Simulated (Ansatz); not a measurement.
# SnH2F (SMILES [F][SnH2]): U-wB97X/def2-TZVPP (core potential)

Aim: the vertical doublet–quartet gap of SnH2F at U-wB97X/def2-TZVPP (core potential), from 2 runs. 

The results are computed with Ansatz 0.2.0.

36 further runs of the same task are left out: 36 set aside as unsound or not needed.

### Step 1. The structure to begin with

SnH2F has 4 atoms, charge 0, and is taken as a doublet. As SMILES, `[F][SnH2]`. The shape is that of a PBE0-D4/def2-TZVP optimisation.

Bond lengths: F1–Sn2 1.932 Å, Sn2–H3 1.726 Å, Sn2–H4 1.726 Å. Angles: F1–Sn2–H3 103.3°, F1–Sn2–H4 103.3°, H3–Sn2–H4 113.3°.

### Step 2. The energy at U-wB97X/def2-TZVPP (core potential)

Contents of job.yaml:

```yaml
crystal:
  periodic: [false, false, false]
  atoms:
    - symbol: F
      position_ang: [-1.552600, -0.190000, 0.640700]
    - symbol: Sn
      position_ang: [0.028300, -0.242200, -0.468300]
    - symbol: H
      position_ang: [1.184100, -1.054400, 0.524100]
    - symbol: H
      position_ang: [0.395700, 1.426200, -0.716700]
basis:
  gaussian: {orbitals: def2-TZVPP}
magnetization: {spin_polarized: true, initial_magnetization: 1}
hamiltonian: {xc: {name: wB97X}}
accuracy: high
output: {orbitals: {seedname: orbitals}}
```

Command:

```bash
$ ansatz run job.yaml --threads 1 --pin off --max-ram 3480MiB --events-out events.jsonl --progress --plain --runs-dir runs
```

What it wrote:

```text
Warning: RAYON_NUM_THREADS=1 ignored (pool sized by the plan → 1); use --threads N
Functional definition: wB97X
  name "wB97X"
  parameter omega = 0.3/bohr
  parameter cx = 0.157706
  parameter cx1 = 0.726479
  parameter cx2 = 1.04760
  parameter cx3 = -5.70635
  parameter cx4 = 13.2794
  parameter css1 = -4.33879
  parameter css2 = 18.2308
  parameter css3 = -31.7430
  parameter css4 = 17.2901
  parameter cos1 = 2.37031
  parameter cos2 = -11.3995
  parameter cos3 = 6.58405
  parameter cos4 = -3.78132
  exchange = spin_sum(e_x_unif_sr(omega)*poly(b97_u_x, 1 - cx, cx1, cx2, cx3, cx4)) + cx*exact_x_sr(omega)
      + exact_x_lr(omega)
  correlation = spin_sum(e_c_pw_same_spin*poly(b97_u_same, 1, css1, css2, css3, css4))
      + integral(e_c_pw_opposite_spin*poly(b97_u_opposite, 1, cos1, cos2, cos3, cos4))
1918 factors; integrals over basis functions are off by at most 3.5e-9 eV
320 factors; integrals over basis functions are off by at most 1.7e-9 eV
mean field evaluation 1: about -8579.5072 eV, gradient 2.8e1 eV
mean field evaluation 2: about -8577.0368 eV, gradient 4.3e1 eV
mean field evaluation 4: about -8582.1601 eV, gradient 7.0e-1 eV
mean field evaluation 8: about -8582.1843 eV, gradient 9.7e-2 eV
mean field evaluation 16: about -8582.1846 eV, gradient 1.6e-4 eV
mean field -8582.18459329 eV, -315.3894665899 hartree, gradient 6.5e-8 eV, S^2 0.753491; 0 other end points of the search recorded, 0 dependent functions left out
reference -8582.18459121 eV, -315.3894665132 hartree; 17, 16 occupied and 92, 93 virtual orbitals, 1918 factors
Total energy: -8582.18459121 eV, -315.3894665132 hartree
```

Wall time 41 s (1 thread of Arm Neoverse V1, shared host); peak memory 0.73 GiB.

### Step 3. The quartet

Contents of run.yaml:

```yaml
crystal:
  periodic: [false, false, false]
  atoms:
    - {symbol: F, position_ang: [-1.552600, -0.190000, 0.640700]}
    - {symbol: Sn, position_ang: [0.028300, -0.242200, -0.468300]}
    - {symbol: H, position_ang: [1.184100, -1.054400, 0.524100]}
    - {symbol: H, position_ang: [0.395700, 1.426200, -0.716700]}
basis:
  gaussian:
    orbitals: def2-TZVPP
magnetization:
  spin_polarized: true
  initial_magnetization: 3
hamiltonian:
  xc: {name: wB97X}
accuracy: high
output:
  orbitals: {seedname: orbitals}
```

Command:

```bash
$ ansatz run run.yaml --threads 1 --pin off --max-ram 3480MiB --events-out events.jsonl --progress --plain --runs-dir runs
```

What it wrote (excerpt; [...] marks lines left out):

```text
Warning: RAYON_NUM_THREADS=1 ignored (pool sized by the plan → 1); use --threads N
[... 2 set-up lines as earlier in the session ...]
[...]
      + exact_x_lr(omega)
[...]
      + integral(e_c_pw_opposite_spin*poly(b97_u_opposite, 1, cos1, cos2, cos3, cos4))
1918 factors; integrals over basis functions are off by at most 3.5e-9 eV
320 factors; integrals over basis functions are off by at most 1.7e-9 eV
[...]
mean field -8575.29027088 eV, -315.1361049143 hartree, gradient 8.6e-8 eV, S^2 3.767292; 6 other end points of the search recorded, 0 dependent functions left out
reference -8575.29027053 eV, -315.1361049013 hartree; 18, 15 occupied and 91, 94 virtual orbitals, 1918 factors
Total energy: -8575.29027053 eV, -315.1361049013 hartree
```

It took 74 s on 1 thread of Arm Neoverse V1, shared host; peak memory 0.72 GiB.

### Step 4. Results

Level: U-wB97X/def2-TZVPP (core potential).

| quantity | value |
| --- | --- |
| doublet: total energy | -315.38947 Eh |
| doublet: HOMO energy (highest over α and β) | -8.77 eV |
| doublet: LUMO energy (lowest over α and β) | -2.22 eV |
| doublet: ⟨S²⟩ | 0.753 |
| quartet: total energy | -315.13610 Eh |
| quartet: HOMO energy (highest over α and β) | -4.80 eV |
| quartet: ⟨S²⟩ | 3.767 |
| vertical energy of the quartet above the doublet | 6.894 eV |

**Reading.** At this shape the quartet lies 6.89 eV (665 kJ/mol) above the doublet.
